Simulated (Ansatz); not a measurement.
# Ge₂H₄+ (doublet): from Hartree-Fock to the top rungs, cc-pVDZ

Aim: climb from Hartree-Fock through coupled cluster and multireference methods for Ge₂H₄+ (doublet) at one geometry and basis, and see what each rung misses.

Program: Ansatz 0.2.0, Gaussian basis. Level of theory: cc-pVDZ, core rule «outside noble gas», up to 28 orbitals frozen. These are calculated values, not measurements.

Plan: UHF; CCSD(T) on ROHF; CCSD(T) on UHF; BCCD(T) on ROHF; CISD; CCSDT(Q) on ROHF; CCSDT(Q) on UHF; CASSCF and MRCISD+Q, 9 electrons in 9 orbitals; CASSCF and NEVPT4(SD), 9 electrons in 9 orbitals; CASSCF and NEVPT2, 9 electrons in 9 orbitals.

15 further runs of the same task are left out: 6 that didn't finish, 9 set aside as unsound or not needed.

## 1. What is computed

The geometry is a PBE0/def2-TZVP stationary point (not a proven minimum) of the parent state, kept for this charge and spin. No spin-orbit coupling is included. The filled d shell of Ge may be among the frozen orbitals whatever the setting's name suggests; the logs give the count.

6 atoms, charge 1, spin multiplicity 2.

Atoms are counted from 1 here; the program's logs count them from 0.

Bond lengths: Ge1–Ge2 2.267 Å, Ge1–H3 1.539 Å, Ge1–H4 1.539 Å, Ge2–H5 1.539 Å, Ge2–H6 1.539 Å. Angles: Ge2–Ge1–H3 116.8°, Ge2–Ge1–H4 116.8°, H3–Ge1–H4 109.5°, Ge1–Ge2–H5 116.8°, Ge1–Ge2–H6 116.8°, H5–Ge2–H6 109.5°.

As a file:

```
atom     x (Å)     y (Å)     z (Å)
 Ge1  -0.04854   0.00000   1.13242
 Ge2   0.04854   0.00000  -1.13242
  H3   0.47558  -1.25745   1.84920
  H4   0.47558   1.25745   1.84920
  H5  -0.47558  -1.25745  -1.84920
  H6  -0.47558   1.25745  -1.84920
```

## 2. UHF

Input file in.yaml:

```yaml
crystal:
  periodic: [false, false, false]
  atoms:
    - {symbol: Ge, position_ang: [-0.048538, 0.000000, 1.132423]}
    - {symbol: Ge, position_ang: [0.048538, 0.000000, -1.132423]}
    - {symbol: H, position_ang: [0.475581, -1.257455, 1.849196]}
    - {symbol: H, position_ang: [0.475581, 1.257455, 1.849196]}
    - {symbol: H, position_ang: [-0.475581, -1.257455, -1.849196]}
    - {symbol: H, position_ang: [-0.475581, 1.257455, -1.849196]}
basis:
  gaussian: {orbitals: cc-pVDZ}
total_charge: 1
magnetization: {spin_polarized: true, initial_magnetization: 1}
hamiltonian: {xc: hf}
output: {orbitals: {seedname: orbitals}}
```

Command:

```console
$ ansatz run in.yaml --threads 1 --pin off --events-out ev --progress --plain --max-ram 2393MiB
```

Further steps of the session: CCSD(T) on ROHF; CCSD(T) on UHF; BCCD(T) on ROHF; CISD; CCSDT(Q) on ROHF; CCSDT(Q) on UHF; CASSCF and MRCISD+Q, 9 electrons in 9 orbitals; CASSCF and NEVPT4(SD), 9 electrons in 9 orbitals; CASSCF and NEVPT2, 9 electrons in 9 orbitals.

Before running them: what should the planned runs give, taken together? Wanted: UCCSDT(Q) below the RHF energy; RMP2 from UCCSDT(Q); UMP2 from UCCSDT(Q); RCCSD from UCCSDT(Q); RCCSD(T) from UCCSDT(Q); UCCSD(T) from UCCSDT(Q); RCCSDT(Q) from UCCSDT(Q); NEVPT2 frontier from UCCSDT(Q); NEVPT4(SD) frontier from UCCSDT(Q).

The runs gave:

| quantity | value |
| --- | --- |
| UCCSDT(Q) below the RHF energy | -5.6116 eV |
| RMP2 from UCCSDT(Q) | +28.95 kcal/mol |
| UMP2 from UCCSDT(Q) | +29.60 kcal/mol |
| RCCSD from UCCSDT(Q) | +4.18 kcal/mol |
| RCCSD(T) from UCCSDT(Q) | +0.94 kcal/mol |
| UCCSD(T) from UCCSDT(Q) | +0.90 kcal/mol |
| RCCSDT(Q) from UCCSDT(Q) | +0.07 kcal/mol |
| NEVPT2 frontier from UCCSDT(Q) | +27.30 kcal/mol |
| NEVPT4(SD) frontier from UCCSDT(Q) | +4.43 kcal/mol |
| MRCISD+Q frontier from UCCSDT(Q) | +0.75 kcal/mol |
| levels within 1 kcal/mol (43 meV) | RCCSD(T), UCCSD(T), BCCD(T), RCCSDT, UCCSDT, RCCSDT(Q), MRCISD+Q frontier |
| T1 diagnostic | 0.017 |

RCCSD(T) lands +0.94 kcal/mol from the yardstick (0.7 % of the correlation energy). Of the multireference levels listed MRCISD+Q frontier comes nearest in total energy (+0.75 kcal/mol), which doesn't show that its space is the better one. These misses are within one basis, not against nature; the frozen cores of restricted and unrestricted runs differ, which can shift their rows.
